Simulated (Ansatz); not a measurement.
# BBrCl2H2O: the cost of one run

All numbers below are computed with Ansatz 0.2.0 (RKS PBE-D4/def2-SVP).

### 1 The structure to begin with

Bond lengths: B1–Br2 2.384 Å, B1–Cl3 1.715 Å, B1–Cl4 1.726 Å, B1–O6 1.749 Å, O6–H7 0.963 Å. Angles: Br2–B1–Cl3 110.9°, Br2–B1–Cl4 110.5°, Br2–B1–O6 86.5°, Cl3–B1–Cl4 123.9°, Cl3–B1–O6 109.4°, Cl4–B1–O6 109.2°, B1–O6–H7 110.3°.

Structure file:

```xyz
7

B     0.0237   -0.7316    0.1279
Br    2.0782    0.4445   -0.1500
Cl   -0.1473   -1.9551   -1.0618
Cl   -0.3168   -0.9633    1.8041
H     0.3465    1.3156   -0.6058
O    -0.7644    0.7297   -0.4227
H    -1.2200    1.1602    0.3083
```

### 2 A restrained relaxation towards end A

Springs on the bonds that form and break draw the guess towards this end; the thresholds are loose.

input.yaml reads:

```yaml
crystal:
  periodic: [false, false, false]
  atoms:
    - { symbol: B, position_ang: [0.0237, -0.7316, 0.1279] }
    - { symbol: Br, position_ang: [2.0782, 0.4445, -0.15] }
    - { symbol: Cl, position_ang: [-0.1473, -1.9551, -1.0618] }
    - { symbol: Cl, position_ang: [-0.3168, -0.9633, 1.8041] }
    - { symbol: H, position_ang: [0.3465, 1.3156, -0.6058] }
    - { symbol: O, position_ang: [-0.7644, 0.7297, -0.4227] }
    - { symbol: H, position_ang: [-1.22, 1.1602, 0.3083] }
basis:
  gaussian: { orbitals: def2-SVP }
hamiltonian:
  xc: pbe
  dispersion: d4
relax:
  f_tol: 0.15
  max_steps: 25
  restrain:
    - { distance: [0, 5], at: 2.8, k: 30.0 }
    - { distance: [4, 1], at: 2.81, k: 30.0 }
    - { distance: [0, 1], at: 2.04, k: 30.0 }
    - { distance: [4, 5], at: 0.97, k: 30.0 }
output:
  orbitals: {}
```

Command:

```sh
ansatz run input.yaml --threads 2 --pin off --max-ram 3072MiB --backend cpu --events-out ev --progress --plain --runs-dir out
```

**Question.** How long does this run take on 2 threads of Intel Xeon Platinum 8488C (Sapphire Rapids), shared host, and how much memory does it need?

About 13 s, with a peak of 0.16 GiB.
